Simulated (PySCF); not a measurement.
# A diatomic session: InAs

One table from this session's results is given with a row withheld; the runs are named, their logs left out.

Program: PySCF 2.14.0. Level of theory: In cc-pVDZ-PP with ECP28, As cc-pVDZ-PP with ECP10, scalar-relativistic core potentials. These are calculated values, not measurements.

Set-up of the first run:

Settings of the job:

```json
{
 "atoms": "In, As",
 "charge": "0",
 "basis": "In cc-pVDZ-PP with ECP28, As cc-pVDZ-PP with ECP10",
 "Hamiltonian": "scalar-relativistic core potentials",
 "basis functions": "46",
 "electrons treated": "44",
 "masses in u": "114.9039, 74.9216",
 "levels": "PBE0, PBE, r²SCAN, revPBE, LDA, TPSSh, HSE06, HF, MP2, SCS-MP2, CCSD, CCSD(T)",
 "grid": "80 radial by 434 angular points",
 "occupations": "held fixed by the projection of orbital angular momentum",
 "dissociation limit": "In + As, each in its ground configuration",
 "starting distance in angstrom": "2.565",
 "values of 2S to try": "0, 2, 4"
}
```

The run is started by

```sh
OMP_NUM_THREADS=1 python dia.py task.json out
```

Among the steps run: The job; First curve: PBE0; Excited determinants; PBE (GGA); r²SCAN (meta-GGA); revPBE (GGA); LDA (local density); TPSSh; HSE06 (range-separated hybrid); UHF (mean field); Correlated methods on the Hartree–Fock reference.

One table of the session follows, with a row left open; its other results are not shown here.

Energy (eV) from each level's lowest point:

```
R (Å)    UHF  UHF-MP2  UHF-SCS-MP2  UHF-CCSD  UHF-CCSD(T)
2.381  0.671    0.619        0.655       n/a          n/a
2.491  0.304    0.269        0.294     0.296        0.300
2.602  0.101    0.081        0.096     0.097        0.100
2.685  0.026    0.016        0.023     0.025        0.026
2.768  0.000    0.000        0.000     0.000        0.000
2.851  0.010    0.021        0.014     0.012        0.010
2.962      ?        ?            ?         ?            ?
3.100  0.165    0.233        0.210     0.179        0.174
3.266  0.294    0.457        0.433     0.346        0.342
3.488  0.422    0.729        0.707       n/a          n/a
```

Q: Estimate the row for R (Å) = 2.962 from the others.

Worked estimate for «UHF». A straight line through the neighbours (2.851, 0.010) and (3.100, 0.165) gives 0.010 + (0.165 − 0.010) × (2.962 − 2.851) / (3.100 − 2.851) = 0.079; a parabola fitted to 4 rows on both sides gives 0.072.

As computed: UHF: 0.063; UHF-MP2: 0.091; UHF-SCS-MP2: 0.076; UHF-CCSD: 0.067; UHF-CCSD(T): 0.064. In «UHF» the line misses by +0.016 and the parabola by +0.009.
